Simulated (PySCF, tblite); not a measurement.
# CH₅ClGe: protonation, NMR shifts, part 2 of 2

tblite 0.8.0 and PySCF 2.14.0. Atoms count from 0. The steps go on from the part before.

### 13 NMR shifts: GIAO PBE0/pcSseg-1

The job: settings as JSON, then the geometry in Å.

```
{"job": {"kind": "nmr", "xc": "PBE0", "basis": "pcSseg-1", "pop": false}, "charge": 0, "multiplicity": 1}
Cl     1.933156     0.234379     1.173497
C      0.957136    -0.080922    -0.289911
Ge    -0.960141     0.053301     0.124845
H      1.211003    -1.084630    -0.657692
H      1.246628     0.651500    -1.055979
H     -1.260703     1.470431     0.634705
H     -1.308201    -0.981929     1.204497
H     -1.774010    -0.227661    -1.153804
```

Method: GIAO PBE0/pcSseg-1 NMR shielding, non-relativistic, gas phase.

The program printed:

```text
coarse grid: 31272 points
cycle   1  E = -2577.5492905911  dE = -6.609e-01  |g| = 8.340e-01  |ddm| = 2.530e+00
cycle   2  E = -2577.5415391872  dE =  7.751e-03  |g| = 8.038e-01  |ddm| = 7.666e-01
cycle   3  E = -2577.5918537365  dE = -5.031e-02  |g| = 7.170e-02  |ddm| = 4.624e-01
cycle   4  E = -2577.5923553061  dE = -5.016e-04  |g| = 1.249e-02  |ddm| = 5.409e-02
cycle   5  E = -2577.5923913285  dE = -3.602e-05  |g| = 4.125e-03  |ddm| = 1.337e-02
cycle   6  E = -2577.5923954438  dE = -4.115e-06  |g| = 1.160e-03  |ddm| = 4.240e-03
final grid: 62856 points
cycle   7  E = -2577.5923814206  dE =  2.072e-07  |g| = 1.492e-03  |ddm| = 2.472e-03
cycle   8  E = -2577.5923808578  dE =  5.628e-07  |g| = 2.121e-03  |ddm| = 3.028e-03
cycle   9  E = -2577.5923819509  dE = -1.093e-06  |g| = 1.101e-04  |ddm| = 1.731e-03
cycle  10  E = -2577.5923819538  dE = -2.970e-09  |g| = 1.526e-05  |ddm| = 1.162e-04
cycle  11  E = -2577.5923819539  dE = -2.046e-11  |g| = 1.315e-06  |ddm| = 8.459e-06
converged SCF energy = -2577.5923819539

GIAO shielding tensors (ppm)
atom      isotropic    diamagn.    paramagn.     s11        s22        s33       span
  0 Cl     904.937    1146.047    -241.109    801.263    812.589   1100.959    299.696
  1 C      154.234     249.638     -95.405    128.143    141.050    193.509     65.365
  2 Ge    1537.993    2755.280   -1217.287   1468.737   1497.289   1647.954    179.217
  3 H       28.265      29.155      -0.889     22.031     27.609     35.157     13.126
  4 H       28.266      29.148      -0.882     22.037     27.607     35.154     13.117
  5 H       27.283      27.749      -0.466     21.169     22.915     37.765     16.596
  6 H       27.284      27.748      -0.464     21.167     22.924     37.761     16.594
  7 H       27.148      27.952      -0.804     20.803     21.931     38.711     17.909
```

It took 9.3 s on 1 thread of Intel Xeon at 2.70GHz, shared host.

The references, computed at this level on geometries of the same kind, shield at (ppm): $^{1}$H TMS 31.27, $^{13}$C TMS 184.4, $^{73}$Ge GeMe4 1330, $^{35}$Cl HCl 943. Their shielding less the atom's gives the shift. The references are single molecules in the gas phase. Atoms listed in one row are averaged.

| atoms | environment | σ (ppm) | δ (ppm) |
| --- | --- | --- | --- |
| C1 | sp3 CH2 bonded to Cl and Ge | 154.2 | 30.2 |
| H5, H6, H7 | hydrogen on a germanium bonded to C | 27.24 | 4.03 |
| H3, H4 | hydrogen on an sp3 CH2 bonded to Cl and Ge | 28.27 | 3.00 |
| Cl0 | chlorine bonded to C | 905 | 38 |
| Ge2 | germanium bonded to C, 3 H | 1538 | -208 |

### 14 NMR shifts (CH₆ClGe+): GIAO PBE0/pcSseg-1

The job: settings as JSON, then the geometry in Å.

```
{"job": {"kind": "nmr", "xc": "PBE0", "basis": "pcSseg-1", "pop": false}, "charge": 1, "multiplicity": 1}
Cl     2.032503     0.352906     1.157502
C      0.926168    -0.067652    -0.304220
Ge    -1.022769     0.012712     0.175017
H      1.294173    -1.080434    -0.526273
H      1.262441     0.634541    -1.079147
H     -1.201263     1.416495     0.768590
H     -1.263492    -1.094861     1.198139
H     -1.722239    -0.180539    -1.167899
H      1.427058     1.419200     1.616298
```

Level: GIAO PBE0/pcSseg-1 NMR shielding, non-relativistic, gas phase.

The program printed:

```text
coarse grid: 33744 points
cycle   1  E = -2577.7919512625  dE = -3.226e-01  |g| = 8.586e-01  |ddm| = 2.616e+00
cycle   2  E = -2577.7963305048  dE = -4.379e-03  |g| = 8.125e-01  |ddm| = 8.517e-01
cycle   3  E = -2577.8484757872  dE = -5.215e-02  |g| = 7.077e-02  |ddm| = 4.388e-01
cycle   4  E = -2577.8488889390  dE = -4.132e-04  |g| = 1.744e-02  |ddm| = 5.455e-02
cycle   5  E = -2577.8489625894  dE = -7.365e-05  |g| = 1.805e-03  |ddm| = 1.854e-02
cycle   6  E = -2577.8489632155  dE = -6.261e-07  |g| = 7.624e-04  |ddm| = 2.474e-03
final grid: 68224 points
cycle   7  E = -2577.8489807413  dE =  1.421e-09  |g| = 8.045e-04  |ddm| = 1.449e-03
cycle   8  E = -2577.8489806767  dE =  6.453e-08  |g| = 9.516e-04  |ddm| = 1.456e-03
cycle   9  E = -2577.8489808969  dE = -2.201e-07  |g| = 9.865e-05  |ddm| = 7.981e-04
cycle  10  E = -2577.8489808996  dE = -2.729e-09  |g| = 7.621e-06  |ddm| = 8.865e-05
cycle  11  E = -2577.8489808996  dE = -1.182e-11  |g| = 1.253e-06  |ddm| = 8.532e-06
converged SCF energy = -2577.8489808996

GIAO shielding tensors (ppm)
atom      isotropic    diamagn.    paramagn.     s11        s22        s33       span
  0 Cl     752.122    1144.849    -392.728    536.981    759.447    959.937    422.956
  1 C      104.156     256.703    -152.547     28.799     90.502    193.166    164.367
  2 Ge    1503.433    2756.191   -1252.759   1434.709   1476.673   1598.916    164.207
  3 H       25.817      29.480      -3.663     20.512     25.744     31.194     10.682
  4 H       25.779      29.618      -3.840     19.799     25.935     31.602     11.803
  5 H       26.749      27.954      -1.205     20.355     22.992     36.899     16.543
  6 H       26.244      27.167      -0.924     19.896     21.912     36.923     17.027
  7 H       26.153      26.873      -0.720     19.699     20.879     37.881     18.181
  8 H       26.407      25.881       0.526     17.759     22.993     38.469     20.710
```

Wall time 11 s (1 thread of Intel Xeon at 2.70GHz, shared host); peak memory 0.61 GiB.

Shifts follow as δ = σ(reference) − σ, with reference shieldings (ppm) from runs at the same level and on the same kind of geometry: $^{1}$H TMS 31.27, $^{13}$C TMS 184.4, $^{73}$Ge GeMe4 1330, $^{35}$Cl HCl 943. The references are single molecules in the gas phase. Atoms listed in one row are averaged.

| atoms | environment | σ (ppm) | δ (ppm) |
| --- | --- | --- | --- |
| C1 | carbon bonded to Cl, Ge, 2 H | 104.2 | 80.3 |
| H3, H4 | hydrogen on a carbon bonded to Cl, Ge | 25.80 | 5.47 |
| H5, H6, H7 | hydrogen on a germanium bonded to C | 26.38 | 4.89 |
| H8 | hydrogen on a chlorine bonded to C | 26.41 | 4.86 |
| Cl0 | chlorine bonded to C, H | 752 | 191 |
| Ge2 | germanium bonded to C, 3 H | 1503 | -173 |

### 15 Spectra of the species

The job: settings as JSON, then the geometry in Å.

```
{"job": {"kind": "pa", "geom": {"xc": "PBE0", "basis": "def2-SVP", "d3": "d3bj", "grid": 1}, "hess": 1, "level": {"xc": "wB97X", "basis": "def2-TZVP", "d3": "d3bj"}, "spectra": true}, "charge": 0, "multiplicity": 1}
Cl     1.933156     0.234379     1.173497
C      0.957136    -0.080922    -0.289911
Ge    -0.960141     0.053301     0.124845
H      1.211003    -1.084630    -0.657692
H      1.246628     0.651500    -1.055979
H     -1.260703     1.470431     0.634705
H     -1.308201    -0.981929     1.204497
H     -1.774010    -0.227661    -1.153804
```

The program printed:

```text
nmr Cl[CH2][GeH3] +0: GIAO PBE0/pcSseg-1 NMR shielding, non-relativistic, gas phase
nmr [ClH+][CH2][GeH3] +1: GIAO PBE0/pcSseg-1 NMR shielding, non-relativistic, gas phase
```

Run time: 21 s. Hardware: 1 thread of Intel Xeon at 2.70GHz, shared host; peak memory 0.61 GiB.

This step only lists the spectra that were run on the species above.

### 16 Single point (CH5ClGe): wB97X-D3(BJ)/def2-TZVPD

Geometry: PBE0-D3(BJ)/def2-SVP.

The job: settings as JSON, then the geometry in Å.

```
{"job": {"kind": "sp", "xc": "wB97X", "basis": "def2-TZVPD", "d3": "d3bj", "grid": 2}, "charge": 0, "multiplicity": 1}
Cl     1.933156     0.234379     1.173497
C      0.957136    -0.080922    -0.289911
Ge    -0.960141     0.053301     0.124845
H      1.211003    -1.084630    -0.657692
H      1.246628     0.651500    -1.055979
H     -1.260703     1.470431     0.634705
H     -1.308201    -0.981929     1.204497
H     -1.774010    -0.227661    -1.153804
```

The program printed:

```text
coarse grid: 31272 points
cycle   1  E = -2578.2773322795  dE = -5.855e-01  |g| = 6.389e-01  |ddm| = 2.306e+00
cycle   2  E = -2578.2907936426  dE = -1.346e-02  |g| = 6.425e-01  |ddm| = 8.622e-01
cycle   3  E = -2578.3260867758  dE = -3.529e-02  |g| = 2.498e-02  |ddm| = 4.179e-01
cycle   4  E = -2578.3263554805  dE = -2.687e-04  |g| = 1.024e-02  |ddm| = 5.583e-02
cycle   5  E = -2578.3263914743  dE = -3.599e-05  |g| = 3.988e-03  |ddm| = 1.748e-02
cycle   6  E = -2578.3263955525  dE = -4.078e-06  |g| = 1.122e-03  |ddm| = 6.766e-03
final grid: 62856 points
cycle   7  E = -2578.3263815270  dE = -3.000e-07  |g| = 1.041e-03  |ddm| = 2.007e-03
cycle   8  E = -2578.3263815788  dE = -5.173e-08  |g| = 1.004e-03  |ddm| = 1.455e-03
cycle   9  E = -2578.3263817455  dE = -1.667e-07  |g| = 6.687e-05  |ddm| = 6.697e-04
cycle  10  E = -2578.3263817488  dE = -3.315e-09  |g| = 4.348e-05  |ddm| = 1.472e-04
converged SCF energy = -2578.3263817488
```

Run time: 11 s. Hardware: 1 thread of Intel Xeon at 2.70GHz, shared host; peak memory 0.67 GiB.

### 17 Single point (CH₆ClGe+): wB97X-D3(BJ)/def2-TZVPD

Geometry: PBE0-D3(BJ)/def2-SVP.

The job: settings as JSON, then the geometry in Å.

```
{"job": {"kind": "sp", "xc": "wB97X", "basis": "def2-TZVPD", "d3": "d3bj", "grid": 2}, "charge": 1, "multiplicity": 1}
Cl     2.032503     0.352906     1.157502
C      0.926168    -0.067652    -0.304220
Ge    -1.022769     0.012712     0.175017
H      1.294173    -1.080434    -0.526273
H      1.262441     0.634541    -1.079147
H     -1.201263     1.416495     0.768590
H     -1.263492    -1.094861     1.198139
H     -1.722239    -0.180539    -1.167899
H      1.427058     1.419200     1.616298
```

The program printed:

```text
coarse grid: 33744 points
cycle   1  E = -2578.5169809931  dE = -2.325e-01  |g| = 6.921e-01  |ddm| = 2.379e+00
cycle   2  E = -2578.5562513929  dE = -3.927e-02  |g| = 6.483e-01  |ddm| = 9.994e-01
cycle   3  E = -2578.5909323710  dE = -3.468e-02  |g| = 4.866e-02  |ddm| = 4.615e-01
cycle   4  E = -2578.5914529025  dE = -5.205e-04  |g| = 1.913e-02  |ddm| = 1.031e-01
cycle   5  E = -2578.5915379728  dE = -8.507e-05  |g| = 3.863e-03  |ddm| = 3.216e-02
cycle   6  E = -2578.5915426504  dE = -4.678e-06  |g| = 1.972e-03  |ddm| = 1.006e-02
final grid: 68224 points
cycle   7  E = -2578.5915381656  dE = -4.463e-07  |g| = 1.786e-03  |ddm| = 3.610e-03
cycle   8  E = -2578.5915383258  dE = -1.601e-07  |g| = 1.621e-03  |ddm| = 2.779e-03
cycle   9  E = -2578.5915388449  dE = -5.191e-07  |g| = 8.712e-05  |ddm| = 1.195e-03
cycle  10  E = -2578.5915388472  dE = -2.255e-09  |g| = 4.610e-05  |ddm| = 1.209e-04
converged SCF energy = -2578.5915388472
```

Run time: 14 s. Hardware: 1 thread of Intel Xeon at 2.70GHz, shared host; peak memory 0.72 GiB.

### 18 Protonation: wB97X-D3(BJ)/def2-TZVPD

This step combines the energies above: geometries from PBE0-D3(BJ)/def2-SVP, zero-point and thermal terms from PBE0-D3(BJ)/def2-SVP.

The job: settings as JSON, then the geometry in Å.

```
{"job": {"kind": "pa", "geom": {"xc": "PBE0", "basis": "def2-SVP", "d3": "d3bj", "grid": 1}, "hess": 1, "level": {"xc": "wB97X", "basis": "def2-TZVPD", "d3": "d3bj"}}, "charge": 0, "multiplicity": 1}
Cl     1.933156     0.234379     1.173497
C      0.957136    -0.080922    -0.289911
Ge    -0.960141     0.053301     0.124845
H      1.211003    -1.084630    -0.657692
H      1.246628     0.651500    -1.055979
H     -1.260703     1.470431     0.634705
H     -1.308201    -0.981929     1.204497
H     -1.774010    -0.227661    -1.153804
```

Output (the driver's rows laid out field by field):

```text
protonation site by site, wB97X-D3(BJ)/def2-TZVPD // PBE0-D3(BJ)/def2-SVP

row 1
  formula                 CH6ClGe
  charge                  1
  multiplicity            1
  smiles                  [ClH+][CH2][GeH3]
  kept                    yes
  pieces                  1
  point_group             C1
  atom                    0
  element                 Cl
  electronic              696.17
  enthalpy                678.5
  free_energy             650.82
  share_gas               1.0
```

Run time: 26 s. Hardware: 1 thread of Intel Xeon at 2.70GHz, shared host; peak memory 0.72 GiB.

Energy given off on adding a proton (kJ/mol, gas phase, 298 K for the thermal columns):

| site | product | electronic | enthalpy | free energy |
| --- | --- | --- | --- | --- |
| Cl0 | [ClH+][CH2][GeH3] | 696.2 | 678.5 | 650.8 |

### 19 What came out

What follows sums up all 2 parts.

```
                                                                   quantity                  value
                                  strongest single infrared mode (GFN2-xTB)  2096 cm⁻¹, 399 km/mol
                                               zero-point energy (GFN2-xTB)          30.8 kcal/mol
                                                                point group                     Cs
                                       rotational constants (main isotopes)  20.63, 2.07, 1.95 GHz
                        proton affinity (−ΔH), Cl0 (wB97X-D3(BJ)/def2-TZVP)           678.7 kJ/mol
                                $^{13}$C shifts against TMS (PBE0/pcSseg-1)               30.2 ppm
$^{1}$H shifts against TMS (PBE0/pcSseg-1, means over atoms taken as alike)         4.03, 3.00 ppm
                               $^{35}$Cl shifts against HCl (PBE0/pcSseg-1)                 38 ppm
                             $^{73}$Ge shifts against GeMe4 (PBE0/pcSseg-1)               -208 ppm
                       proton affinity (−ΔH), Cl0 (wB97X-D3(BJ)/def2-TZVPD)           678.5 kJ/mol
```

What this shows: No mode is imaginary among the 18: a minimum at this level. The strongest single mode, at 2096 cm⁻¹, has its largest shares on H6, H7 and H5 (the list is cut at 3 atoms). Unscaled tight-binding wavenumbers are off by several per cent, some by more. Its intensities can rank the bands wrongly. The optimisation took 3 steps and gained 0.085 eV; among the close pairs (by a distance rule), Ge2–H5 changed most, from 1.489 to 1.536 Å (PBE0/def2-SVP). Steps that list no spin-orbit terms leave them out, which matters at and beside the heavy atoms. The proton affinity (−ΔH) at Cl0 is 678.7 kJ/mol at wB97X-D3(BJ)/def2-TZVP; zero-point and thermal terms move it by -17.7 kJ/mol from the electronic value. At PBE0/pcSseg-1: Shielding is most anisotropic at Cl0 (span 300 ppm, paramagnetic term -241 ppm).
